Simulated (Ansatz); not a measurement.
# Br2+ (doublet): single points with varied inputs

How do the results and run time of Br2+ (doublet) respond when the settings are drawn wide?

Computed with Ansatz 0.2.0, Gaussian basis. Level: the settings change from run to run.

**1. The relaxed structure**

The geometry comes from an earlier relaxation with PBE0-D4 in a triple-zeta def2 set; it is a stationary point.

SMILES `Br[Br+]`, 2 atoms, charge 1, spin multiplicity 2.

Atoms are counted from 1 here; the program's logs count them from 0.

Bond lengths: Br1–Br2 2.191 Å.

**2. B97/x2c-TZVPPall**

This run has a grid of angular degree 23, a point charge of 0.50 e beside it, high accuracy, the search for lower states set to off.

File in.yaml:

```yaml
crystal:
  periodic: [false, false, false]
  atoms:
    - {symbol: Br, position_ang: [0.934605, -0.312595, 0.478848]}
    - {symbol: Br, position_ang: [-0.934605, 0.312595, -0.478848]}
basis:
  gaussian: {orbitals: x2c-TZVPPall, final_grid: {core_spheres: 8, valence_spheres: 7, degree: 23}, point_charges: [{charge: 0.50, position_ang: [3.454, -0.123, 0.518]}]}
total_charge: 1
magnetization: {spin_polarized: true, initial_magnetization: 1}
hamiltonian: {xc: {name: B97}}
accuracy: high
scf: {lower_state_search: off}
```

Started as:

```
> ansatz run in.yaml --threads 2 --pin off --events-out ev --progress --plain --max-ram 32768MiB --backend cpu
```

The program printed:

```text
Functional definition: B97
  name "B97"
  cite "Becke, J. Chem. Phys. 107, 8554 (1997) doi:10.1063/1.475007"
  parameter cx = 0.1943
  parameter cx0 = 0.8094
  parameter cx1 = 0.5073
  parameter cx2 = 0.7481
  parameter css0 = 0.1737
  parameter css1 = 2.3487
  parameter css2 = -2.4868
  parameter cos0 = 0.9454
  parameter cos1 = 0.7471
  parameter cos2 = -4.5961
  exchange = spin_sum(e_x_unif_s*poly(b97_u_x, cx0, cx1, cx2)) + cx*exact_x
  correlation = spin_sum(e_c_pw_same_spin*poly(b97_u_same, css0, css1, css2))
      + integral(e_c_pw_opposite_spin*poly(b97_u_opposite, cos0, cos1, cos2))
these checks for a lower state are left out or cut short: stability, starts, cluster_reference, orbital_swaps, neighbouring_geometries, increment
1209 factors; integrals over basis functions are off by at most 3.9e-9 eV
mean field evaluation 1: about -141819.6669 eV, gradient 1.2e1 eV
mean field evaluation 2: about -141817.2296 eV, gradient 2.5e1 eV
mean field evaluation 4: about -141820.5443 eV, gradient 1.1e0 eV
mean field evaluation 8: about -141820.5975 eV, gradient 2.4e-2 eV
mean field evaluation 16: about -141820.5976 eV, gradient 3.0e-3 eV
mean field evaluation 32: about -141820.5976 eV, gradient 9.9e-7 eV
mean field -141820.59757554 eV, -5211.8108314475 hartree, gradient 7.8e-8 eV, S^2 0.753211; 0 other end points of the search recorded, 0 dependent functions left out
reference -141820.59757728 eV, -5211.8108315114 hartree; 35, 34 occupied and 61, 62 virtual orbitals, 1209 factors
Total energy: -141820.59757728 eV, -5211.8108315114 hartree
Relativity: scalar
Checks for a lower state left out: stability, starts, cluster_reference, orbital_swaps, neighbouring_geometries, increment
```

It took 2.5 s on 2 threads of AMD EPYC 7R13, shared host; peak memory 0.27 GiB.

⟨S²⟩ 0.753.

**3. B97/cc-pVQZ**

This run has multiplicity 4, atoms shaken by 0.03 Å, the search for lower states set to off.

File in.yaml:

```yaml
crystal:
  periodic: [false, false, false]
  atoms:
    - {symbol: Br, position_ang: [0.975760, -0.296118, 0.422713]}
    - {symbol: Br, position_ang: [-0.939166, 0.334343, -0.496382]}
basis:
  gaussian: {orbitals: cc-pVQZ}
total_charge: 1
magnetization: {spin_polarized: true, initial_magnetization: 3}
hamiltonian: {xc: {name: B97}}
scf: {lower_state_search: off}
output: {forces: true}
```

Launched as before.

The program printed, cut to the lines that bear on the results:

```text
Functional definition: B97
  name "B97"
  cite "Becke, J. Chem. Phys. 107, 8554 (1997) doi:10.1063/1.475007"
[...]
      + integral(e_c_pw_opposite_spin*poly(b97_u_opposite, cos0, cos1, cos2))
[...]
932 factors; their error is unknown
[...]
mean field -140075.63980582 eV, -5147.6848161850 hartree, gradient 9.5e-7 eV, S^2 3.757531; 0 other end points of the search recorded, 0 dependent functions left out
[...]
reference -140075.63983181 eV, -5147.6848171401 hartree; 36, 33 occupied and 100, 103 virtual orbitals, 932 factors
Total energy: -140075.63983181 eV, -5147.6848171401 hartree
Atom 0 at     0.975760    -0.296118     0.422713 Å, force     4.481593    -1.475498     2.151002 eV/Å
Atom 1 at    -0.939166     0.334343    -0.496382 Å, force    -4.481593     1.475498    -2.151002 eV/Å
Dipole moment:     0.000000    -0.000000     0.000000 e Å
Checks for a lower state left out: stability, starts, cluster_reference, orbital_swaps, neighbouring_geometries, increment
```

Wall time 4.6 s (2 threads of AMD EPYC 7R13, shared host); peak memory 0.45 GiB.

Largest force 5.185 eV/Å, ⟨S²⟩ 3.758.

**4. RPBE/aug-cc-pVDZ**

This run has restricted open-shell orbitals, finite nuclei.

File in.yaml:

```yaml
crystal:
  periodic: [false, false, false]
  atoms:
    - {symbol: Br, position_ang: [0.934605, -0.312595, 0.478848]}
    - {symbol: Br, position_ang: [-0.934605, 0.312595, -0.478848]}
basis:
  gaussian: {orbitals: aug-cc-pVDZ, nuclear_model: gaussian}
total_charge: 1
magnetization: {spin_polarized: false, initial_magnetization: 1}
hamiltonian: {xc: {name: RPBE}}
output: {forces: true}
```

Same command.

The program printed, cut to the lines that bear on the results:

```text
Functional definition: RPBE
  name "RPBE"
  cite "Hammer, Hansen & Nørskov, Phys. Rev. B 59, 7413 (1999) doi:10.1103/PhysRevB.59.7413"
  cite "Perdew, Burke & Ernzerhof, Phys. Rev. Lett. 77, 3865 (1996) doi:10.1103/PhysRevLett.77.3865"
[...]
894 factors; their error is unknown
[...]
mean field -140071.44786191 eV, -5147.5307650878 hartree, gradient 1.4e-5 eV, S^2 0.750000; 2 other end points of the search recorded, 0 dependent functions left out
[...]
reference -140071.44790290 eV, -5147.5307665940 hartree; 35, 34 occupied and 37, 38 virtual orbitals, 894 factors
Total energy: -140071.44790290 eV, -5147.5307665940 hartree
Atom 0 at     0.934605    -0.312595     0.478848 Å, force     1.072836    -0.358829     0.549671 eV/Å
Atom 1 at    -0.934605     0.312595    -0.478848 Å, force    -1.072836     0.358829    -0.549671 eV/Å
Dipole moment:     0.000000    -0.000000     0.000000 e Å
```

Run time: 2.2 s. Hardware: 2 threads of AMD EPYC 7R13, shared host.

Largest force 1.258 eV/Å.

**5. rPW86-PBE/x2c-TZVPPall**

Set apart from the defaults: charge 0, multiplicity 1, a point charge of 2.00 e beside it.

File in.yaml:

```yaml
crystal:
  periodic: [false, false, false]
  atoms:
    - {symbol: Br, position_ang: [0.934605, -0.312595, 0.478848]}
    - {symbol: Br, position_ang: [-0.934605, 0.312595, -0.478848]}
basis:
  gaussian: {orbitals: x2c-TZVPPall, point_charges: [{charge: 2.00, position_ang: [5.817, 0.429, -0.008]}]}
hamiltonian: {xc: {name: rPW86-PBE}}
```

Launched as before.

The program printed:

```text
Functional definition: rPW86-PBE
  name "rPW86-PBE"
  cite "Murray, Lee & Langreth, J. Chem. Theory Comput. 5, 2754 (2009) doi:10.1021/ct900365q"
  cite "Perdew, Burke & Ernzerhof, Phys. Rev. Lett. 77, 3865 (1996) doi:10.1103/PhysRevLett.77.3865"
  parent pbe
  exchange = rpw86_x
  correlation = pbe_c
756 factors; their error is unknown
mean field evaluation 1: about -141892.0379 eV, gradient 1.9e1 eV
mean field evaluation 2: about -141891.0452 eV, gradient 2.5e1 eV
mean field evaluation 4: about -141892.5689 eV, gradient 8.9e-1 eV
mean field evaluation 8: about -141892.5564 eV, gradient 1.5e-2 eV
mean field -141892.55641386 eV, -5214.4552699804 hartree, gradient 8.2e-5 eV, S^2 0.000000; 0 other end points of the search recorded, 0 dependent functions left out
reference -141892.55648281 eV, -5214.4552725141 hartree; 35, 35 occupied and 61, 61 virtual orbitals, 756 factors
Total energy: -141892.55648281 eV, -5214.4552725141 hartree
Relativity: scalar
```

It took 1.4 s on 2 threads of AMD EPYC 7R13, shared host.

**6. MP2/cc-pVQZ**

File in.yaml:

```yaml
crystal:
  periodic: [false, false, false]
  atoms:
    - {symbol: Br, position_ang: [0.934605, -0.312595, 0.478848]}
    - {symbol: Br, position_ang: [-0.934605, 0.312595, -0.478848]}
basis:
  gaussian: {orbitals: cc-pVQZ}
total_charge: 1
magnetization: {spin_polarized: true, initial_magnetization: 1}
hamiltonian: {xc: {name: HF}}
correlation: {method: mp2}
output: {forces: true}
```

Launched as before.

The program printed, cut to the lines that bear on the results:

```text
Functional definition: HF
  name "HF"
  cite "Fock, Z. Phys. 61, 126 (1930) doi:10.1007/BF01340294"
  parent pbe
[...]
899 factors; integrals over basis functions are off by at most 6.3e-4 eV
[...]
mean field -139990.35898657 eV, -5144.5508038832 hartree, gradient 7.3e-6 eV, S^2 0.773192; 6 other end points of the search recorded, 0 dependent functions left out
18 core orbitals not correlated: weight in the atoms' cores, before any rotation towards them, 1.000 or more for the frozen orbitals, at most 0.000 for the correlated occupied ones
reference -139990.35898657 eV, -5144.5508038832 hartree; 17, 16 occupied and 101, 102 virtual orbitals, 899 factors
second order -15.63373584 eV of doubles, -0.00000000 eV of singles
[...]
Total energy: -140005.99272242 eV, -5145.1253330784 hartree
Atom 0 at     0.934605    -0.312595     0.478848 Å, force    -0.141218     0.047233    -0.072354 eV/Å
Atom 1 at    -0.934605     0.312595    -0.478848 Å, force     0.141218    -0.047233     0.072354 eV/Å
Dipole moment:     0.000000    -0.000000     0.000000 e Å
```

It took 14 s on 2 threads of AMD EPYC 7R13, shared host; peak memory 0.48 GiB.

Largest force 0.166 eV/Å, ⟨S²⟩ 0.773.

**7. B97M-V/cc-pVQZ**

This run has finite nuclei.

File in.yaml:

```yaml
crystal:
  periodic: [false, false, false]
  atoms:
    - {symbol: Br, position_ang: [0.934605, -0.312595, 0.478848]}
    - {symbol: Br, position_ang: [-0.934605, 0.312595, -0.478848]}
basis:
  gaussian: {orbitals: cc-pVQZ, nuclear_model: gaussian}
total_charge: 1
magnetization: {spin_polarized: true, initial_magnetization: 1}
hamiltonian: {xc: {name: B97M-V}}
output: {forces: true}
```

Launched as before.

The program printed, cut to the lines that bear on the results:

```text
Functional definition: B97M-V
  name "B97M-V"
  cite "Mardirossian & Head-Gordon, J. Chem. Phys. 142, 074111 (2015) doi:10.1063/1.4907719"
  cite "Becke, J. Chem. Phys. 107, 8554 (1997) doi:10.1063/1.475007"
  cite "Vydrov & Van Voorhis, J. Chem. Phys. 133, 244103 (2010) doi:10.1063/1.3521275"
  # Of w^i u^j: cxij and so on, Table III.
[...]
  gx(w, u) = cx00 + cx01*u + cx02*u^2 + (cx10 + cx11*u)*w
  gss(w, u) = css00 + css02*u^2 + css10*w + (css32*w^3 + css42*w^4)*u^2
  gos(w, u) = cos00 + cos01*u + cos03*u^3 + cos10*w + cos32*w^3*u^2
[...]
      + integral(e_c_pw_mod_opposite_spin*gos(b97_w_opposite, b97_u_opposite)) + vv10(b, c)
828 factors; their error is unknown
[...]
mean field -140058.74510719 eV, -5147.0639474619 hartree, gradient 3.3e-5 eV, S^2 0.754551; 3 other end points of the search recorded, 0 dependent functions left out
[...]
reference -140058.74515529 eV, -5147.0639492299 hartree; 35, 34 occupied and 101, 102 virtual orbitals, 828 factors
Total energy: -140058.74515529 eV, -5147.0639492299 hartree
Atom 0 at     0.934605    -0.312595     0.478848 Å, force     0.081721    -0.027333     0.041870 eV/Å
Atom 1 at    -0.934605     0.312595    -0.478848 Å, force    -0.081721     0.027333    -0.041870 eV/Å
Dipole moment:    -0.000000     0.000000    -0.000000 e Å
```

Run time: 10 s. Hardware: 2 threads of AMD EPYC 7R13, shared host; peak memory 0.36 GiB.

Largest force 0.096 eV/Å, ⟨S²⟩ 0.755.

**8. PBE0/cc-pVQZ**

File in.yaml:

```yaml
crystal:
  periodic: [false, false, false]
  atoms:
    - {symbol: Br, position_ang: [0.934605, -0.312595, 0.478848]}
    - {symbol: Br, position_ang: [-0.934605, 0.312595, -0.478848]}
basis:
  gaussian: {orbitals: cc-pVQZ}
total_charge: 1
magnetization: {spin_polarized: true, initial_magnetization: 1}
hamiltonian: {xc: {name: PBE0}}
output: {forces: true}
```

The command is unchanged.

The program printed, cut to the lines that bear on the results:

```text
Functional definition: PBE0
  name "PBE0"
  cite "Adamo & Barone, J. Chem. Phys. 110, 6158 (1999) doi:10.1063/1.478522"
  cite "Perdew, Burke & Ernzerhof, Phys. Rev. Lett. 77, 3865 (1996) doi:10.1103/PhysRevLett.77.3865"
  parent pbe
[...]
942 factors; their error is unknown
[...]
mean field -140068.47010984 eV, -5147.4213347177 hartree, gradient 5.6e-6 eV, S^2 0.754337; 0 other end points of the search recorded, 0 dependent functions left out
[...]
reference -140068.47013475 eV, -5147.4213356332 hartree; 35, 34 occupied and 101, 102 virtual orbitals, 942 factors
Total energy: -140068.47013475 eV, -5147.4213356332 hartree
Atom 0 at     0.934605    -0.312595     0.478848 Å, force    -0.024764     0.008283    -0.012688 eV/Å
Atom 1 at    -0.934605     0.312595    -0.478848 Å, force     0.024764    -0.008283     0.012688 eV/Å
Dipole moment:    -0.000000     0.000000    -0.000000 e Å
```

Run time: 3.9 s. Hardware: 2 threads of AMD EPYC 7R13, shared host; peak memory 0.46 GiB.

Largest force 0.029 eV/Å, ⟨S²⟩ 0.754.

**9. revPBE0/def2-TZVP**

This run has multiplicity 4, D3(BJ) dispersion.

File in.yaml:

```yaml
crystal:
  periodic: [false, false, false]
  atoms:
    - {symbol: Br, position_ang: [0.934605, -0.312595, 0.478848]}
    - {symbol: Br, position_ang: [-0.934605, 0.312595, -0.478848]}
basis:
  gaussian: {orbitals: def2-TZVP}
total_charge: 1
magnetization: {spin_polarized: true, initial_magnetization: 3}
hamiltonian: {xc: {name: revPBE0}, dispersion: d3bj}
```

Launched as before.

The program printed, cut to the lines that bear on the results:

```text
Functional definition: revPBE0
  name "revPBE0"
  cite "Zhang & Yang, Phys. Rev. Lett. 80, 890 (1998) doi:10.1103/PhysRevLett.80.890"
  cite "Adamo & Barone, J. Chem. Phys. 110, 6158 (1999) doi:10.1063/1.478522"
  cite "Perdew, Burke & Ernzerhof, Phys. Rev. Lett. 77, 3865 (1996) doi:10.1103/PhysRevLett.77.3865"
[...]
653 factors; integrals over basis functions are off by at most 1.0e-3 eV
[...]
mean field -140070.12102875 eV, -5147.4820048686 hartree, gradient 1.8e-5 eV, S^2 3.758252; 1 other end points of the search recorded, 0 dependent functions left out
reference -140070.12105337 eV, -5147.4820057734 hartree; 36, 33 occupied and 60, 63 virtual orbitals, 653 factors
Total energy: -140070.19820972 eV, -5147.4848412168 hartree
```

Run time: 2.2 s. Hardware: 2 threads of AMD EPYC 7R13, shared host; peak memory 0.25 GiB.

⟨S²⟩ 3.758.

**10. wPBEh/x2c-TZVPPall**

Options: charge +2, multiplicity 1, coordinates scaled by 1.25, the search for lower states set to full.

File in.yaml:

```yaml
crystal:
  periodic: [false, false, false]
  atoms:
    - {symbol: Br, position_ang: [1.168256, -0.390744, 0.598561]}
    - {symbol: Br, position_ang: [-1.168256, 0.390744, -0.598561]}
basis:
  gaussian: {orbitals: x2c-TZVPPall}
total_charge: 2
hamiltonian: {xc: {name: wPBEh}}
scf: {lower_state_search: full}
output: {forces: true}
```

Same command.

The program printed, cut to the lines that bear on the results:

```text
Functional definition: wPBEh
  name "wPBEh"
  cite "Heyd, Scuseria & Ernzerhof, J. Chem. Phys. 118, 8207 (2003) doi:10.1063/1.1564060"
  cite "Krukau, Vydrov, Izmaylov & Scuseria, J. Chem. Phys. 125, 224106 (2006) doi:10.1063/1.2404663"
  cite "Heyd & Scuseria, J. Chem. Phys. 120, 7274 (2004) doi:10.1063/1.1668634"
  cite "Ernzerhof & Perdew, J. Chem. Phys. 109, 3313 (1998) doi:10.1063/1.476928"
  cite "Perdew, Burke & Ernzerhof, Phys. Rev. Lett. 77, 3865 (1996) doi:10.1103/PhysRevLett.77.3865"
  parent pbe
[...]
638 factors; integrals over basis functions are off by at most 1.3e-3 eV
44 factors; integrals over basis functions are off by at most 6.9e-7 eV
[...]
mean field -141793.06982470 eV, -5210.7992052630 hartree, gradient 8.4e-6 eV, S^2 0.000000; 3 other end points of the search recorded, 0 dependent functions left out
[...]
reference -141793.06985217 eV, -5210.7992062725 hartree; 34, 34 occupied and 62, 62 virtual orbitals, 638 factors
Total energy: -141793.06985217 eV, -5210.7992062725 hartree
Relativity: scalar
Atom 0 at     1.168256    -0.390744     0.598561 Å, force    -3.028801     1.013036    -1.551819 eV/Å
Atom 1 at    -1.168256     0.390744    -0.598561 Å, force     3.028801    -1.013036     1.551819 eV/Å
Dipole moment:    -0.000000     0.000000    -0.000000 e Å
```

Run time: 2.9 s. Hardware: 2 threads of AMD EPYC 7R13, shared host.

Largest force 3.551 eV/Å.

**11. The runs in one table**

```
                 level  charge  multiplicity               geometry  functions  energy (eV)   time
      B97/x2c-TZVPPall       1             2  relaxed, point charge         96  -141820.598  2.5 s
           B97/cc-pVQZ       1             4                 shaken        136  -140075.640  4.6 s
      RPBE/aug-cc-pVDZ       1             2                relaxed         72  -140071.448  2.2 s
rPW86-PBE/x2c-TZVPPall       0             1  relaxed, point charge         96  -141892.556  1.4 s
           MP2/cc-pVQZ       1             2                relaxed        136  -140005.993   14 s
        B97M-V/cc-pVQZ       1             2                relaxed        136  -140058.745   10 s
          PBE0/cc-pVQZ       1             2                relaxed        136  -140068.470  3.9 s
     revPBE0/def2-TZVP       1             4                relaxed         96  -140070.198  2.2 s
    wPBEh/x2c-TZVPPall       2             1                 scaled         96  -141793.070  2.9 s
```

**12. Outcome**

| quantity | value |
| --- | --- |
| runs | 9 |
| quickest | rPW86-PBE/x2c-TZVPPall, 1.4 s |
| slowest | MP2/cc-pVQZ, 14 s |
| spread of total energies, same state and geometry | 65.5 eV |

What this shows: Run time spans a factor of 10, from rPW86-PBE/x2c-TZVPPall to MP2/cc-pVQZ. The jobs differ in tasks and options as well as level. The totals spread over 65 eV; they can't be compared across methods or bases. At the PBE0-D4/def2-TZVP geometry and in the same state, runs without warnings or point charges leave forces up to 1.26 eV/Å (RPBE/aug-cc-pVDZ).
